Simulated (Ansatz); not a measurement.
**Ti5Si: further runs on the relaxed cell**

One table from this session's results is given with a row withheld; the runs are named, their logs left out.

Computed with Ansatz 0.2.0 (DFT PBEsol, scalar-relativistic, plane waves, PAW, unless a step's input says otherwise).

1 further run of the same task is left out (set aside as unsound or not needed).

**Starting point**

It takes space group R32 (No. 155, trigonal). The conventional cell has a = 4.980 Å, b = 4.980 Å, c = 13.197 Å, α = 90.00°, β = 90.00°, γ = 120.00°. Ti (site symmetry 3) has 9 Ti at 2.80 to 2.90 Å and 3 Si at 2.88 Å as nearest neighbours. Ti (site symmetry 2) has 8 Ti at 2.65 to 2.85 Å and 2 Si at 2.68 Å as nearest neighbours. Si (site symmetry 32) has 12 Ti at 2.68 to 2.88 Å as nearest neighbours.

As a file:

```cif
data_structure
_symmetry_space_group_name_H-M 'R32:H'
_symmetry_Int_Tables_number 155
_cell_length_a 4.9795
_cell_length_b 4.9795
_cell_length_c 13.1972
_cell_angle_alpha 90.000
_cell_angle_beta 90.000
_cell_angle_gamma 120.000
_cell_volume 283.39
loop_
_atom_site_label
_atom_site_type_symbol
_atom_site_symmetry_multiplicity
_atom_site_Wyckoff_symbol
_atom_site_fract_x
_atom_site_fract_y
_atom_site_fract_z
_atom_site_occupancy
Ti1 Ti 6 c 0.33333 0.66667 0.81788 1
Ti2 Ti 9 d 0.60462 0.00000 0.00000 1
Si1 Si 3 b 0.66667 0.33333 0.83333 1
```

It goes back to an entry of the Materials Project, which need not be the stable form.

It is the result of an earlier relaxation at this level (volume 15.74 Å³/atom; gap on the mesh: none (metal)).

Set-up of the first run:

Input file input.yaml:

```yaml
crystal:
  lattice:
    - [2.4646169767, 1.4229472749, 4.3546380652]
    - [-2.4646169767, 1.4229472749, 4.3546380652]
    - [0.0, -2.8458945499, 4.3546380652]
  atoms:
    - { symbol: Ti, position: [0.1512178645, 0.1512178645, 0.1512178645] }
    - { symbol: Ti, position: [0.6046246916, 0.3953753084, 0.0] }
    - { symbol: Ti, position: [0.0, 0.6046246916, 0.3953753084] }
    - { symbol: Ti, position: [0.8487821355, 0.8487821355, 0.8487821355] }
    - { symbol: Ti, position: [0.3953753084, 0.0, 0.6046246916] }
    - { symbol: Si, position: [0.5, 0.5, 0.5] }
basis:
  ecutwfc: 420
kpoints:
  mp_grid: { grid: [12, 12, 12] }
hamiltonian:
  xc: pbesol
scf:
  occupations: { method: gaussian, width: 0.1 }
output:
  forces: true
  stress: true
  eigenvalues: true
relax:
  adjacent_minimum: "off"
  f_tol: 0.01
  max_steps: 30
  cell: { stress_tol: 0.1, fix: [volume] }
```

On the command line:

```
$ ansatz run input.yaml --threads 1 --pin off --max-ram 2560MiB --backend cpu --events-out ev --progress --plain --runs-dir out
```

Steps of the session up to this table: The cell scaled to 0.97 of its volume; Volume × 1.03; Point at V/V0 = 0.94; Point at V/V0 = 1.06; Volume × 0.91; Point at V/V0 = 1.10; Point at V/V0 = 0.88.

One table of the session follows, with a row left open; its other results are not shown here.

It belongs to the step «Equation of state». 

```
volume (Å³/atom)  energy above the lowest point (meV/atom)  pressure (GPa)
          13.855                                     111.5           20.85
          14.327                                      59.6           14.50
          14.799                                      25.2            8.98
          15.272                                         ?               ?
          15.744                                       0.0            0.00
          16.216                                       5.5           -3.63
          16.689                                      21.0           -6.77
          17.319                                      54.9          -10.32
```

Estimate the missing values for volume (Å³/atom) = 15.272.

Worked estimate for «energy above the lowest point (meV/atom)». A straight line through the neighbours (14.799, 25.2) and (15.744, 0.0) gives 25.2 + (0.0 − 25.2) × (15.272 − 14.799) / (15.744 − 14.799) = 12.6; a parabola fitted to 4 rows on both sides gives 5.9.

The run gave: energy above the lowest point (meV/atom): 6.0; pressure (GPa): 4.17. In «energy above the lowest point (meV/atom)» the line misses by +6.6 and the parabola by -0.1.
